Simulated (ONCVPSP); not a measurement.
**Nickel: generating and testing an ONCV potential**

Task: generate the file, and judge it by its errors in other configurations, its logarithmic derivatives, its ghosts and its cutoff.

Program: ONCVPSP 4.0.1.1 (patched build). Reference atom: PBE, scalar-relativistic, spherical and spin-unpolarised. All values are calculated.

## 1. The design

The settings as typed:

| Quantity | Value |
| --- | --- |
| element | nickel (Ni, Z = 28) |
| type | optimised norm-conserving Vanderbilt (ONCV) |
| frozen core | [Ne] |
| valence charge | 18 |
| reference configuration | 3s2 3p6 3d8 4s1.5 (charge +0.5) |
| partial waves | 3s+4s: rc 1.15 bohr, ncon 4, nbas 7, qcut 9.6 1/bohr, 2 projectors; 3p: rc 1.25 bohr, ncon 4, nbas 7, qcut 14 1/bohr, 2 projectors, debl 3.4 Ha; 3d: rc 1.55 bohr, ncon 4, nbas 9, qcut 8.5 1/bohr, 2 projectors, debl 2.9 Ha |
| local potential | polynomial inside 1.05 bohr (lpopt 5, dvloc0 4 Ha) |
| core correction | Teter function fitted to the true core (icmod 2), fcfact 0.65 |

An earlier all-electron run gives the scale for the radii.

All-electron outer shells of the reference configuration (PBE, scalar-relativistic, ld1.x):

```
shell  level (eV)  outermost node (bohr)  outermost maximum (bohr)
   2p     -848.97                      –                      0.16
   3s     -115.41                   0.30                      0.64
   3p      -75.74                   0.27                      0.65
   3d      -13.20                      –                      0.63
   4s       -9.28                   0.92                      2.18
   4p       -4.22                   1.00                      2.87
```

## 2. Generating the potential

Contents of Ni.dat:

```
# ATOM AND REFERENCE CONFIGURATION
# atsym  z   nc   nv     iexc    psfile
  Ni 28.00    3    4        4      upf
#
#   n    l    f
    1    0    2.00
    2    0    2.00
    2    1    6.00
    3    0    2.00
    3    1    6.00
    3    2    8.00
    4    0    1.50
#
# PSEUDOPOTENTIAL AND OPTIMIZATION
# lmax
    2
#
#   l,   rc,      ep,       ncon, nbas, qcut
    0    1.15    0.00    4    7    9.60
    1    1.25    0.00    4    7   14.00
    2    1.55    0.00    4    9    8.50
#
# LOCAL POTENTIAL
# lloc, lpopt,  rc(5),   dvloc0
    4    5    1.05    4.00
#
# VANDERBILT-KLEINMAN-BYLANDER PROJECTORs
# l, nproj, debl
    0    2    2.10
    1    2    3.40
    2    2    2.90
#
# MODEL CORE CHARGE
# icmod, fcfact, rcfact
    2    0.65    0.85
#
# LOG DERIVATIVE ANALYSIS
# epsh1, epsh2, depsh
   -6.00    5.00    0.04
#
# OUTPUT GRID
# rlmax, drl
    6.00    0.01
#
# TEST CONFIGURATIONS
# ncnf
    4
# nvcnf
#   n    l    f
    4
    3    0    2.00
    3    1    6.00
    3    2    8.00
    4    0    2.00
#
    4
    3    0    2.00
    3    1    6.00
    3    2    8.00
    4    0    1.00
#
    4
    3    0    2.00
    3    1    6.00
    3    2    8.00
    4    0    0.00
#
    5
    3    0    2.00
    3    1    6.00
    3    2    7.00
    4    0    2.00
    4    1    1.00
#
```

Launch:

```bash
$ oncvpsp.x < Ni.dat > Ni.out
```

Q: Predict the outcome of this session. Wanted: cutoffs for 1 and 0.1 mHa per electron, occupied waves; bound ghosts; GHOST(+) flags; largest test error; largest phase difference near zero energy, channels read; rms error of d²Exc/dn², without and with the model core.

The runs gave:

| quantity | value |
| --- | --- |
| cutoffs for 1 and 0.1 mHa per electron, occupied waves | 42 Ha and 91 Ha |
| bound ghosts | none found |
| GHOST(+) flags | none at low energy |
| largest test error (AE − PS) | +134 meV, for 3s2 3p6 3d7 4s2 4p1 |
| largest phase difference near zero energy, channels read | 0.001 rad |
| rms error of d²Exc/dn², without and with the model core | 2.80 and 1.14 mHa |

**Reading.** By total energies transferability is poor: the largest error is 134 meV on 6.8 eV, for 3s2 3p6 3d7 4s2 4p1. It counts as hard, with 42 Ha needed at the looser tolerance. At the looser tolerance the 3p wave is the slowest; 3s needs 36 Ha. It is free of bound ghosts as far as tested. Near zero energy the phases of the channels with partial waves agree within 0.001 rad. These are tests on the free atom; a crystal test is still owed.
